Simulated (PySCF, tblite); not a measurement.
# C7H13P: geometry, infrared bands and NMR shifts

What infrared bands and NMR shifts should C7H13P (`CCCCP1C=C1C`) show?

Computed with tblite 0.8.0 and PySCF 2.14.0, with density-fitted response routines of our own, on a single molecule in the gas phase. Atoms count from 0, in the outputs and in this text.

**1. The molecule as given**

21 atoms, charge 0, multiplicity 1; geometry from: force field or distance geometry start.

Bonds of the start (Å): C0–C1 1.50, C1–C2 1.50, C2–C3 1.48, C3–P4 1.83, P4–C5 1.84, C5–C6 1.35, C6–C7 1.52, C6–P4 1.84, C0–H8 1.10, C0–H9 1.14, C0–H10 1.10, C1–H11 1.14, C1–H12 1.11, C2–H13 1.13, C2–H14 1.14, C3–H15 1.13, C3–H16 1.13, C5–H17 1.10, C7–H18 1.11, C7–H19 1.12, C7–H20 1.10.

**2. Optimising the geometry with GFN2-xTB**

Job settings and geometry (Å):

```
{"job": {"kind": "relax", "xc": "GFN2-xTB", "basis": "xTB"}, "charge": 0, "multiplicity": 1}
C     -2.221400    -0.576700    -0.809700
C     -2.510500     0.320700     0.354000
C     -1.326400     1.086900     0.878500
C     -0.175700     0.271300     1.342000
P      0.554900    -0.824300     0.067900
C      1.396300    -0.106700    -1.402900
C      2.287600    -0.526700    -0.482900
C      3.779900    -0.616100    -0.223700
H     -1.489700    -0.179700    -1.528800
H     -3.220200    -0.716800    -1.338200
H     -1.954800    -1.589000    -0.468700
H     -2.922200    -0.256200     1.243500
H     -3.265800     1.072600     0.030000
H     -1.029700     1.814600     0.063500
H     -1.696200     1.684700     1.773600
H     -0.431900    -0.310600     2.280700
H      0.635100     0.992300     1.651700
H      1.208600     0.355400    -2.383000
H      4.182600    -1.094600    -1.141100
H      4.204900     0.417000    -0.122400
H      3.985600    -1.201100     0.679500
```

The run is started by

```
$ OMP_NUM_THREADS=1 python probes_run.py task.json out
```

One launch serves the whole session: the jobs run in the order shown.

**Question.** This job is followed by: GFN2-xTB harmonic vibrations, gas phase; GIAO PBE0/pcSseg-1 NMR shielding, non-relativistic, gas phase. What will the session give for the following? strongest single infrared mode (GFN2-xTB); zero-point energy (GFN2-xTB); 13C shifts against TMS (PBE0/pcSseg-1); 1H shifts against TMS (PBE0/pcSseg-1, means over atoms taken as alike); 31P shifts against H3PO4 (PBE0/pcSseg-1); surface potential, 1st and 99th percentile.

**Answer**, as computed:

| quantity | value |
| --- | --- |
| strongest single infrared mode (GFN2-xTB) | 2964 cm⁻¹, 76 km/mol |
| zero-point energy (GFN2-xTB) | 112.1 kcal/mol |
| 13C shifts against TMS (PBE0/pcSseg-1) | 145.8, 118.4, 34.0, 29.0, 27.4, 18.3, 16.5 ppm |
| 1H shifts against TMS (PBE0/pcSseg-1, means over atoms taken as alike) | 7.65, 2.56, 1.46, 1.37, 1.28, 0.69 ppm |
| 31P shifts against H3PO4 (PBE0/pcSseg-1) | -187.5 ppm |
| surface potential, 1st and 99th percentile | -1.12 V and 0.90 V |

What this shows: Relaxing lowered the energy by 1.028 eV in 165 steps; the close pair that moved most is C3–P4, from 1.832 to 1.893 Å. No mode is imaginary among the 57: a minimum at this level. Unscaled tight-binding wavenumbers are off by several per cent, some by more. Its intensities can rank the bands wrongly. H17 (hydrogen on an alkene CH) lies farthest downfield among hydrogen, at 7.65 ppm; attached to an sp2 carbon and in the plane of the double bond. At PBE0/pcSseg-1: The widest tensor belongs to P4: span 803 ppm, with a paramagnetic part of -460 ppm.
